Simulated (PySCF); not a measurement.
**The bond of NaCa, level by level**

The task here is to estimate one member of a computed series from the others.

The runs use PySCF 2.14.0; Na pcseg-1, Ca pcseg-1, no relativity.

Set-up of the first run:

Settings of the job:

```json
{
  "atoms": "Na, Ca",
  "charge": "0",
  "basis": "Na pcseg-1, Ca pcseg-1",
  "Hamiltonian": "no relativity",
  "basis functions": "34",
  "electrons treated": "31",
  "masses in u": "22.9898, 39.9626",
  "levels": "PBE0, PBE, r²SCAN, PBEsol, M06, B97-3, HF, MP2, SCS-MP2, CCSD, CCSD(T)",
  "grid": "80 radial by 434 angular points",
  "occupations": "held fixed by the projection of orbital angular momentum",
  "dissociation limit": "Na + Ca, each in its ground configuration",
  "starting distance in angstrom": "3.165",
  "values of 2S to try": "1, 3"
}
```

Started as:

```sh
$ OMP_NUM_THREADS=1 python dia.py task.json out
```

Among the steps run: Set-up; The PBE0 curve of the state that the search chose; Other states along the same grid; PBE (GGA); r²SCAN; PBEsol; M06; B97-3; ROHF; Correlated methods on the Hartree–Fock reference.

One table of the session follows, with a row left open; its other results are not shown here.

It belongs to the step «The curves together». Energy (eV) from each level's lowest point:

```
R (Å)   ROHF  ROHF-MP2  ROHF-SCS-MP2  ROHF-CCSD  ROHF-CCSD(T)
3.170  0.350     0.248         0.246        n/a           n/a
3.317  0.244     0.129         0.128      0.105         0.103
3.465      ?         ?             ?          ?             ?
3.575  0.125     0.036         0.037      0.022         0.021
3.686  0.092     0.017         0.019      0.007         0.006
3.797  0.068     0.006         0.007      0.000         0.000
3.944  0.044     0.000         0.000      0.000         0.001
4.128  0.024     0.000         0.000      0.008         0.010
4.349  0.010     0.007         0.006      0.023         0.027
4.644  0.000     0.020         0.016        n/a           n/a
```

Estimate the missing values for R (Å) = 3.465.

Worked estimate for «ROHF». A straight line through the neighbours (3.317, 0.244) and (3.575, 0.125) gives 0.244 + (0.125 − 0.244) × (3.465 − 3.317) / (3.575 − 3.317) = 0.176; a parabola fitted to 4 rows on both sides gives 0.166.

**Answer.** ROHF: 0.167; ROHF-MP2: 0.065; ROHF-SCS-MP2: 0.066; ROHF-CCSD: 0.048; ROHF-CCSD(T): 0.046. In «ROHF» the line misses by +0.009 and the parabola by -0.001.

State 3 has its PBE0 minimum 1.83 eV higher. The other levels ran on the lowest alone.

To keep in mind: The bond is weak, and basis-set superposition, which was not computed, may be a sizeable part of it.
